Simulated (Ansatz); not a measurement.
# H5NOSi + H2 + H2O: a complex and its separated parts

Aim: how far the complex at one end of a reaction step lies below its separated, relaxed parts, level by level.

The runs use Ansatz 0.2.0, Gaussian basis; PBE0-D4/def2-TZVP structures, single points in def2-TZVPP, no counterpoise correction.

Levels: SPW92, PBE-D4, BLYP-D4, r2SCAN-D4, B97M-V, PBE0-D4, B3LYP-D4, r2SCAN0-D4, BHLYP-D4, CAM-B3LYP-D4, wB97X-V, wB97M-V, B2PLYP, PBE-QIDH, RPA on PBE, Hartree-Fock, MP2, CCSD, CCSD(T).

Cores are frozen in the correlated methods. B3LYP uses VWN-RPA correlation. B2PLYP carries no dispersion term here.

113 further runs of the same task are left out: 113 set aside as unsound or not needed.

### Step 1. The system as given

The complex: 13 atoms, charge 0, spin multiplicity 1.

Atoms are counted from 1 here; the program's logs count them from 0.

Bond lengths: Si1–H3 1.486 Å, Si1–H4 1.478 Å, Si1–N5 1.697 Å, Si1–O7 1.669 Å, H2–H8 0.749 Å, N5–H10 1.005 Å, N5–H11 1.008 Å, H6–O9 0.968 Å, O7–H12 0.959 Å, O9–H13 0.959 Å. Angles: H3–Si1–H4 112.6°, H3–Si1–N5 106.2°, H3–Si1–O7 109.6°, H4–Si1–N5 111.7°, H4–Si1–O7 101.5°, N5–Si1–O7 115.3°, Si1–N5–H10 122.6°, Si1–N5–H11 120.4°, H10–N5–H11 113.3°, Si1–O7–H12 116.3°, H6–O9–H13 105.7°.

As a file:

```csv
atom,x (Å),y (Å),z (Å)
Si1,-1.1056,-1.2200,-0.1033
H2,1.2733,3.0605,1.0932
H3,-2.5381,-1.5959,-0.2303
H4,-0.2566,-2.3544,0.3181
N5,-1.0471,0.0567,1.0125
H6,1.2466,-0.1539,-0.9794
O7,-0.4811,-0.8782,-1.6134
H8,1.4867,2.4465,0.7215
O9,1.8253,0.1743,-0.2757
H10,-1.8451,0.6297,1.2227
H11,-0.1685,0.4971,1.2387
H12,-0.9687,-0.2433,-2.1419
H13,2.5790,-0.4189,-0.2626
```

Its parts: H5NOSi holds atoms 1, 3, 4, 5, 7, 10, 11, 12; H2 holds atoms 2, 8; H2O holds atoms 6, 9, 13. Each part counts its atoms afresh in its own runs.

### Step 2. Relaxing H5NOSi alone

relax-a/in.yaml reads:

```yaml
crystal:
  periodic: [false, false, false]
  atoms:
    - {symbol: Si, position_ang: [-1.105582, -1.219967, -0.103314]}
    - {symbol: H, position_ang: [-2.538057, -1.595913, -0.230315]}
    - {symbol: H, position_ang: [-0.256590, -2.354424, 0.318096]}
    - {symbol: N, position_ang: [-1.047091, 0.056671, 1.012486]}
    - {symbol: O, position_ang: [-0.481148, -0.878226, -1.613409]}
    - {symbol: H, position_ang: [-1.845072, 0.629692, 1.222702]}
    - {symbol: H, position_ang: [-0.168497, 0.497075, 1.238721]}
    - {symbol: H, position_ang: [-0.968705, -0.243271, -2.141920]}
basis:
  gaussian: {orbitals: def2-TZVP}
hamiltonian: {xc: pbe0, dispersion: d4}
relax: {f_tol: 0.005, max_steps: 200}
```

Run with:

```
$ ansatz run in.yaml --threads 8 --pin off --events-out ev --progress --plain --max-ram 19148MiB
```

The runs that follow: Relaxing H2 alone; Relaxing H2O alone; SPW92/def2-TZVPP; PBE-D4/def2-TZVPP; BLYP-D4/def2-TZVPP; r2SCAN-D4/def2-TZVPP; B97M-V/def2-TZVPP; PBE0-D4/def2-TZVPP; B3LYP-D4/def2-TZVPP; r2SCAN0-D4/def2-TZVPP; BHLYP-D4/def2-TZVPP; CAM-B3LYP-D4/def2-TZVPP; wB97X-V/def2-TZVPP; wB97M-V/def2-TZVPP; B2PLYP/def2-TZVPP; PBE-QIDH/def2-TZVPP; RPA on PBE/def2-TZVPP; CCSD(T)/def2-TZVPP; Vibrations of H5NOSi; Vibrations of H2; Vibrations of H2O.

**Question.** What will these runs give? Wanted: complex less parts, CCSD(T)/def2-TZVPP; with zero-point energy; largest T1 diagnostic.

As calculated:

| quantity | value |
| --- | --- |
| complex less parts, CCSD(T)/def2-TZVPP | -31.9 kJ/mol |
| with zero-point energy | -17.1 kJ/mol |
| largest T1 diagnostic | 0.011 |

**Reading.** At CCSD(T) the complex lies 31.9 kJ/mol below its parts. The functionals run from PBE-QIDH, off by +1.4 kJ/mol, to SPW92, off by -24.2 kJ/mol, against CCSD(T). Mean unsigned error by rung: LDA 24.2, GGA 5.3, meta-GGA 3.4, hybrid 3.1, range-separated hybrid 3.9, double hybrid 2.4 kJ/mol. PBE-D4 gives a relative energy 6.9 kJ/mol too low, outside chemical accuracy (1 kcal/mol, 4.2 kJ/mol). No counterpoise was applied, and triple zeta lacks some correlation, so the CCSD(T) reference has a basis error of its own, and close matches with it are partly luck.
